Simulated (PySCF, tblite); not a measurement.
**C₇H₉PSe: geometry, infrared bands and NMR shifts**

Aim: predict the infrared bands and NMR shifts of C₇H₉PSe (`C=CC1=CC=C(C)[P@H]1=[Se]`).

Programs: tblite 0.8.0 and PySCF 2.14.0, with density-fitted response routines of our own. Each step states its level of theory. These are calculated values for one molecule in the gas phase, unless marked as measured. Atoms are numbered from 0 throughout.

### 1 Starting geometry

18 atoms, charge 0, multiplicity 1; geometry from: force field or distance geometry start.

Bonds of the start (Å): C0–C1 1.31, C1–C2 1.45, C2–C3 1.30, C3–C4 1.41, C4–C5 1.32, C5–C6 1.48, C5–P7 1.81, P7–Se8 1.86, P7–C2 1.80, C0–H9 1.07, C0–H10 1.08, C1–H11 1.10, C3–H12 1.12, C4–H13 1.11, C6–H14 1.11, C6–H15 1.12, C6–H16 1.12, P7–H17 1.41.

### 2 Geometry optimisation with GFN2-xTB

The job: settings as JSON, then the geometry in Å.

```
{"job": {"kind": "relax", "xc": "GFN2-xTB", "basis": "xTB"}, "charge": 0, "multiplicity": 1}
C      2.846200     1.392700    -0.572400
C      2.463900     0.238700    -0.078500
C      1.069500    -0.144500     0.065300
C      0.618500    -1.272000     0.541900
C     -0.780900    -1.460700     0.602400
C     -1.533000    -0.482000     0.145500
C     -3.005000    -0.348200     0.050700
P     -0.382200     0.817600    -0.380000
Se    -0.159400     2.586300     0.138000
H      2.179900     2.157200    -0.919600
H      3.906300     1.602800    -0.638800
H      3.276900    -0.434700     0.246400
H      1.337300    -2.046700     0.915200
H     -1.255800    -2.386600     0.986900
H     -3.279400     0.609000    -0.443500
H     -3.493300    -0.403000     1.056600
H     -3.376700    -1.219700    -0.544500
H     -0.441600     0.800000    -1.789900
```

Run with:

```bash
$ OMP_NUM_THREADS=1 python probes_run.py task.json out
```

This one command runs all jobs of the session in turn.

**Question.** This job is followed by: GFN2-xTB harmonic vibrations, gas phase; GIAO PBE0/pcSseg-1 NMR shielding, non-relativistic, gas phase. Predict these results of the whole session: strongest single infrared mode (GFN2-xTB); zero-point energy (GFN2-xTB); ¹³C shifts against TMS (PBE0/pcSseg-1); ¹H shifts against TMS (PBE0/pcSseg-1, means over atoms taken as alike); ³¹P shifts against H3PO4 (PBE0/pcSseg-1); ⁷⁷Se shifts against Me2Se (PBE0/pcSseg-1).

The runs gave:

```
                                                              quantity                                               value
                             strongest single infrared mode (GFN2-xTB)                               2165 cm⁻¹, 271 km/mol
                                          zero-point energy (GFN2-xTB)                                       83.5 kcal/mol
                                ¹³C shifts against TMS (PBE0/pcSseg-1)  153.5, 152.6, 141.2, 141.2, 137.1, 130.1, 15.9 ppm
¹H shifts against TMS (PBE0/pcSseg-1, means over atoms taken as alike)        7.39, 6.72, 6.69, 6.61, 6.52, 5.72, 2.35 ppm
                              ³¹P shifts against H3PO4 (PBE0/pcSseg-1)                                             4.9 ppm
                             ⁷⁷Se shifts against Me2Se (PBE0/pcSseg-1)                                            -472 ppm
```

**Reading.** Over 118 steps the energy fell by 1.609 eV; of the close pairs, P7–Se8 changed most, 1.856 to 2.080 Å. No mode is imaginary among the 48: a minimum at this level. The strongest single mode, at 2165 cm⁻¹, moves mainly H17. GFN2-xTB is a fitted tight-binding method: band positions and strengths are rough. Its intensities can rank the bands wrongly. At PBE0/pcSseg-1: The largest span, 348 ppm, is at Se8, where the paramagnetic term is -770 ppm. Spin-orbit coupling is left out, which matters for shieldings and couplings at and beside the heavy atoms.
